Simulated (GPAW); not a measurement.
# ScAlN2 (I4_1/amd) in GPAW: settings compared

One crystal, ScAlN2, is run at these levels: LDA, PBE; tasks: band structure.

Program: GPAW 26.7.0. These are calculated values, not measurements. Logs are shortened: lines on timing, memory, paths and dates and some standing lists are left out, and cuts for length are marked. The log counts tension as positive stress, the text compression.

### 1 Starting point

It takes space group I4_1/amd (No. 141, tetragonal). Conventional cell: a = 4.399 Å, b = 4.399 Å, c = 8.397 Å, α = 90.00°, β = 90.00°, γ = 90.00°. Sc (site symmetry -4m2) has 6 N at 2.20 Å as nearest neighbours. Al (site symmetry -4m2) is surrounded by 6 N at 1.99 to 2.20 Å. Around N (site symmetry 2mm) lie 3 Al at 1.99 to 2.20 Å and 3 Sc at 2.20 Å.

The cell comes from a database or a generator and needn't be the stable form of this composition.

### 2 Band structure, LDA

run.py reads:

```python
from ase import Atoms
from ase.dft.bandgap import bandgap
from ase.io import write
from ase.units import GPa
from gpaw import GPAW, PW

atoms = Atoms(['Sc', 'Sc', 'Al', 'Al', 'N', 'N', 'N', 'N'],
              cell=[[-2.199484, 2.199484, 4.1986215],
                    [2.199484, -2.199484, 4.1986215],
                    [2.199484, 2.199484, -4.1986215]],
              scaled_positions=[[0.0, 0.0, 0.0],
                                [0.75, 0.25, 0.5],
                                [0.5, 0.5, 0.0],
                                [0.25, 0.75, 0.5],
                                [0.737514, 0.737514, 0.0],
                                [0.012486, 0.512486, 0.5],
                                [0.262486, 0.262486, 0.0],
                                [0.487514, 0.987514, 0.5]],
              pbc=True)

calc = GPAW(mode=PW(800),
            xc='LDA',
            kpts={'size': (6, 6, 6), 'gamma': True},
            occupations={'name': 'fermi-dirac', 'width': 0.05},
            nbands=45,
            convergence={'density': 1e-05, 'energy': 1e-05},
            maxiter=150,
            txt='gpaw.txt')
atoms.calc = calc
energy = atoms.get_potential_energy()
forces = atoms.get_forces()
stress = atoms.get_stress()
calc.write('gs.gpw')
write('result.traj', atoms)
print(f'Energy: {energy:.6f} eV')
print('Forces (eV/A):')
print(forces.round(4))
print('Stress (GPa):', (stress / GPa).round(3))
print('Fermi level:', round(calc.get_fermi_level(), 4), 'eV')
print(f'Gap: {bandgap(calc)[0]:.4f} eV, direct: {bandgap(calc, direct=True)[0]:.4f} eV')

path = atoms.cell.bandpath('GXYSGZS1NPY1Z,XP', npoints=60, eps=1e-4)
bs_calc = calc.fixed_density(kpts=path, symmetry='off', nbands=66,
                             convergence={'bands': 'CBM+6.0', 'eigenstates': 1e-6}, txt='bands.txt')
bs = bs_calc.band_structure()
bs.write('bs.json')
print(f'Gap on the path: {bandgap(bs_calc)[0]:.4f} eV')
```

Potentials or basis: the program's PAW data sets (release 1.2.1) made for this functional, pw.

Launch:

```bash
> OMP_NUM_THREADS=1 python run.py
```

gpaw.txt:

```text
__  _  _
 | _ |_)|_||  |
 |__||  | ||/\| - 26.7.0

Input parameters:
  mode=PW(ecut=800.0),
  convergence={'density': 1e-05, 'energy': 1e-05},
  kpts=MonkhorstPack(size=(6, 6, 6), gamma=True),
  maxiter=150,
  nbands=45,
  occupations=Occupations(name='fermi-dirac', width=0.05),
  xc=XC(name='LDA')

Diagonalizing LCAO Hamiltonian
Converting LCAO to pw mode

       N

       Al   N
         Sc
       N    Al

       Sc   N

Atoms  # Å, Bohr magnetons
|   | symbol |         x |         y |        z |    initial magnetic moments |
|---|--------|-----------|-----------|----------|-----------------------------|
| 0 |     Sc |  0.000000 |  0.000000 | 0.000000 | ( 0.0000,  0.0000,  0.0000) |
| 1 |     Sc |  0.000000 |  2.199484 | 2.099311 | ( 0.0000,  0.0000,  0.0000) |
| 2 |     Al |  0.000000 |  0.000000 | 4.198621 | ( 0.0000,  0.0000,  0.0000) |
| 3 |     Al |  2.199484 |  0.000000 | 2.099311 | ( 0.0000,  0.0000,  0.0000) |
| 4 |      N |  0.000000 | -0.000000 | 6.193084 | ( 0.0000,  0.0000,  0.0000) |
| 5 |      N |  2.199484 |  0.000000 | 0.104848 | ( 0.0000,  0.0000,  0.0000) |
| 6 |      N | -0.000000 |  0.000000 | 2.204159 | ( 0.0000,  0.0000,  0.0000) |
| 7 |      N |  2.199484 |  0.000000 | 4.093774 | ( 0.0000,  0.0000,  0.0000) |

Unit cell  # Å
| periodic |         x |         y |         z |  lengths |     angles |
|----------|-----------|-----------|-----------|----------|------------|
|      yes | -2.199484 |  2.199484 |  4.198621 | 5.225312 | 130.213523 |
|      yes |  2.199484 | -2.199484 |  4.198621 | 5.225312 | 130.213523 |
|      yes |  2.199484 |  2.199484 | -4.198621 | 5.225312 |  73.065642 |

Number of symmetries: 8
Symmetry operations  # r_c * U_cc + t_c -> r_c
|   | kind |            matrix            |
|---|------|------------------------------|
| 0 |  σ   |  1, 1, 1,  0, 0,-1,  0,-1, 0 |
| 1 |  E   |  1, 0, 0,  0, 1, 0,  0, 0, 1 |
| 2 |  C2  |  0, 1, 0,  1, 0, 0, -1,-1,-1 |
| 3 |  S4  |  0, 0, 1, -1,-1,-1,  0, 1, 0 |
| 4 |  σ   |  0, 0,-1,  1, 1, 1, -1, 0, 0 |
| 5 |  C2  |  0,-1, 0, -1, 0, 0,  0, 0,-1 |
| 6 |  C2  | -1, 0, 0,  0,-1, 0,  1, 1, 1 |
| 7 |  S4  | -1,-1,-1,  0, 0, 1,  1, 0, 0 |

BZ-sampling:
  Number of BZ points: 216
  Number of IBZ points: 30

  Monkhorst-Pack size: [6, 6, 6]
  Monkhorst-Pack shift: [0.08333333333333333, 0.08333333333333333, 0.08333333333333333]

K-points  # in reciprocal-cell coordinates
|     |                                coordinates |     weight |
|-----|--------------------------------------------|------------|
|   0 | (  0.00000000,   0.00000000,   0.00000000) | 0.00462963 |
|   1 | (  0.16666667,  -0.16666667,   0.00000000) | 0.01851852 |
|   2 | (  0.16666667,  -0.16666667,   0.16666667) | 0.01851852 |
|   3 | (  0.16666667,   0.00000000,   0.00000000) | 0.03703704 |
|   4 | (  0.16666667,   0.16666667,  -0.16666667) | 0.00925926 |
|   5 | (  0.33333333,  -0.33333333,   0.00000000) | 0.01851852 |
|   6 | (  0.33333333,  -0.33333333,   0.16666667) | 0.03703704 |
|   7 | (  0.33333333,  -0.33333333,   0.33333333) | 0.01851852 |
|   8 | (  0.33333333,  -0.16666667,   0.00000000) | 0.07407407 |
|   9 | (  0.33333333,  -0.16666667,   0.16666667) | 0.03703704 |
| ... |                                            |            |
|  29 | (  0.50000000,   0.50000000,   0.50000000) | 0.00462963 |

Plane wave coefficients: 4214
Cutoff: 800.0 eV

Spin-components: 1 (collinear spins)
Bands:           45
Projectors:      42
Spin-degeneracy: 2
Datatype:        complex128

Parallelization:
  kpt:    1
  domain: 1
  band:   1

Density:
  Valence electrons: 48.0
  Components: 1
  Grid points: [35 35 35]
  Charge: 0.0  # |e|

Potential:
  Grid points: [35 35 35]

species:
  Sc:
    name:    Scandium
    Z:       21.0
    valence: 11
    core:    10
    charge:  0.0  # [|e|]
    compensation charges:
      type: gauss
      rc: 0.39  # [Å]
      lmax: 2
    cutoffs:
      filter: 2.14  # [Å]
      core: 1.08  # [Å]
    projectors
    | kind |    occ | energy [eV] | rcut [Å] |
    |------|--------|-------------|----------|
    |   3s |  2.000 |     -54.706 |    1.228 |
    |   4s |  2.000 |      -4.292 |    1.228 |
    |   3p |  6.000 |     -33.568 |    1.281 |
    |   4p |  0.000 |      -1.520 |    1.281 |
    |   3d |  1.000 |      -3.425 |    1.196 |
    |    d |        |      23.786 |    1.196 |

    Using partial waves for Sc as LCAO basis

  Al:
    name:    Aluminium
    Z:       13.0
    valence: 3
    core:    10
    charge:  0.0  # [|e|]
    compensation charges:
      type: gauss
      rc: 0.34  # [Å]
      lmax: 2
    cutoffs:
      filter: 1.91  # [Å]
      core: 2.36  # [Å]
    projectors
    | kind |    occ | energy [eV] | rcut [Å] |
    |------|--------|-------------|----------|
    |   3s |  2.000 |      -7.830 |    1.085 |
    |   3p |  1.000 |      -2.783 |    1.085 |
    |    s |        |      19.382 |    1.085 |
    |    p |        |      24.428 |    1.085 |
    |    d |        |       0.000 |    1.085 |

    Using partial waves for Al as LCAO basis

  N:
    name:    Nitrogen
    Z:       7.0
    valence: 5
    core:    2
    charge:  0.0  # [|e|]
    compensation charges:
      type: gauss
      rc: 0.18  # [Å]
      lmax: 2
    cutoffs:
      filter: 1.11  # [Å]
      core: 0.96  # [Å]
    projectors
    | kind |    occ | energy [eV] | rcut [Å] |
    |------|--------|-------------|----------|
    |   2s |  2.000 |     -18.420 |    0.603 |
    |   2p |  3.000 |      -7.237 |    0.529 |
    |    s |        |       8.791 |    0.603 |
    |    p |        |      19.974 |    0.529 |
    |    d |        |       0.000 |    0.577 |

    Using partial waves for N as LCAO basis

Reference energy: -60523.596814  # eV

eigensolver:
  PPCG
  Converge bands: occupied
  niter=2

density mixing:
  MSR1-Mixer
  Pratt-step length: 0.05
  Maximum mixing coefficient: 0.75
  Old densities: 10
  SVD Regularization: 0.005
  Good broyden scale: 1.0
  Trust region scale: 1.0
  Backstep threshold: 4.0
  History deletion threshold: 6.0
  Fourier metric: weight=20.0, sigma=0.015

occupation numbers:
  Fermi-Dirac:
    width: 0.0500  # eV

poisson solver:
  ecut: 6400.0  # eV

xc functional:
  name: None

convergence criteria:
- Maximum integral of absolute [dens]ity change: 1e-05 electrons / valence electron
- Maximum [total energy] change in last 3 cyles: 1e-05 eV / valence electron
- Maximum integral of absolute [eigenst]ate change: 4e-08 eV^2 / valence electron
maximum number of iterations: 150

SCF iterations
|iter     | |      energy | eigst |  dens |
|---------|-|-------------|-------|-------|
|iter:   1| |  -75.993637 | +0.53 |       |
|iter:   2| |  -73.927361 | -1.04 | -0.75 |
|iter:   3| |  -68.827263 | -0.41 | -0.81 |
|iter:   4| |  -68.742778 | -1.94 | -1.41 |
|iter:   5| |  -68.727922 | -2.81 | -1.66 |
|iter:   6| |  -68.728293 | -3.52 | -2.12 |
|iter:   7| |  -68.728323c| -4.83 | -3.03 |
|iter:   8| |  -68.728319c| -6.01 | -3.71 |
|iter:   9| |  -68.728319c| -6.69 | -4.28 |
|iter:  10| |  -68.728319c| -7.46c| -4.60 |
|iter:  11| |  -68.728319c| -8.96c| -5.26c|

Converged in 11 steps
Energy contributions relative to reference atoms: (reference = -60523.596814)

Energy contributions:
  Kinetic:          39.545008
  Coulomb:         -37.666585
  Zero:              0.565490
  External:          0.000000
  Xc:              -71.172231
  Entropy:          -0.000004
  Spinorbit:         0.000000
  ----------------------------
  Free energy:     -68.728321
  Extrapolated:    -68.728319

dipole moment: (-11.051002, -30.152547, 16.655495)  # |e|*Ang

Fermi level: 8.920
Eigenvalues  # (at kpt = [0.000, 0.000, 0.000])
| band index |      eig [eV] | occ [0-2] |
|------------|---------------|-----------|
|          0 |       -39.178 |     2.000 |
|        ... |               |           |
|         16 |         4.486 |     2.000 |
|         17 |         4.486 |     2.000 |
|         18 |         5.269 |     2.000 |
|         19 |         7.292 |     2.000 |
|         20 |         7.292 |     2.000 |
|         21 |         8.040 |     2.000 |
|         22 |         8.493 |     2.000 |
|         23 |         8.493 |     2.000 |
|         24 |         9.446 |     0.000 |
|         25 |        11.244 |     0.000 |
|         26 |        11.244 |     0.000 |
|         27 |        12.235 |     0.000 |
|         28 |        12.292 |     0.000 |
|         29 |        12.531 |     0.000 |
|         30 |        13.195 |     0.000 |
|         31 |        13.229 |     0.000 |
|        ... |               |           |
|         44 |        23.030 |     0.000 |

Gap: 0.855 eV
Transition (v -> c):
  (s=0, k=0, n=23, [0.00, 0.00, 0.00]) -> (s=0, k=29, n=24, [0.50, 0.50, 0.50])
Direct/indirect transitions are different
Direct gap: 0.952 eV
Transition at: (s=0, k=0, n=23, [0.00, 0.00, 0.00])

Forces  # eV/Ang
|       x |       y |        z |
|---------|---------|----------|
| 0.00000 | 0.00000 | -0.00000 |  # Sc   0
| 0.00000 | 0.00000 |  0.00000 |  # Sc   1
| 0.00000 | 0.00000 |  0.00000 |  # Al   2
| 0.00000 | 0.00000 | -0.00000 |  # Al   3
| 0.00000 | 0.00000 |  0.16706 |  # N    4
| 0.00000 | 0.00000 | -0.16706 |  # N    5
| 0.00000 | 0.00000 | -0.16706 |  # N    6
| 0.00000 | 0.00000 |  0.16706 |  # N    7

Stress tensor  # eV/Ang^3
|        x |         y |         z |
|----------|-----------|-----------|
| 0.074341 |  0.000000 |  0.000000 |
| 0.000000 |  0.074341 | -0.000000 |
| 0.000000 | -0.000000 |  0.079111 |

# Writing to gs.gpw (mode='')
```

Run time: 14 min. Hardware: 1 thread of Arm Neoverse N1, shared host; peak memory 0.77 GiB.

Results:

- Free energy: -68.7283 eV
- Pressure: -12.2 GPa
- Largest force: 0.167 eV/Å
- Band gap on the k mesh: 0.86 eV, indirect (least direct gap 0.95 eV)
- Band gap along the path: 0.86 eV, indirect (least direct gap 0.95 eV)

Forces on the atoms (eV/Å):
```
Sc   0.000  0.000  0.000
Sc   0.000  0.000  0.000
Al   0.000  0.000  0.000
Al   0.000  0.000  0.000
N    0.000  0.000  0.167
N    0.000  0.000 -0.167
N    0.000  0.000 -0.167
N    0.000  0.000  0.167
```

Stress tensor (GPa, compression positive):
```
-11.91   0.00   0.00
  0.00 -11.91   0.00
  0.00   0.00 -12.67
```

Levels at the corners of the path, in eV from the valence-band top:
```tsv
point	band 21	band 22	band 23	band 24	band 25	band 26	band 27	band 28
Γ	-1.20	-0.45	0.00	0.00	0.95	2.75	2.75	3.74
X	-2.02	-2.02	-1.33	-1.33	4.26	4.26	4.37	4.37
Y	-2.06	-2.06	-1.49	-1.49	3.26	3.26	4.13	4.13
S	-1.72	-1.67	-1.34	-0.93	1.36	3.00	3.69	3.92
Γ	-1.20	-0.45	0.00	0.00	0.95	2.75	2.75	3.74
Z	-0.94	-0.94	-0.86	-0.86	0.86	0.86	2.19	2.19
S1	-1.72	-1.67	-1.34	-0.93	1.36	3.00	3.69	3.92
N	-1.65	-1.33	-1.15	-1.01	2.22	3.79	3.90	4.41
P	-1.61	-1.61	-1.32	-1.32	4.00	4.00	4.32	4.32
Y1	-2.06	-2.06	-1.49	-1.49	3.26	3.26	4.13	4.13
Z	-0.94	-0.94	-0.86	-0.86	0.86	0.86	2.19	2.19
X	-2.02	-2.02	-1.33	-1.33	4.26	4.26	4.37	4.37
P	-1.61	-1.61	-1.32	-1.32	4.00	4.00	4.32	4.32
```

As with any semilocal functional, this LDA gap is likely too small.

[end of part 1 of 2]
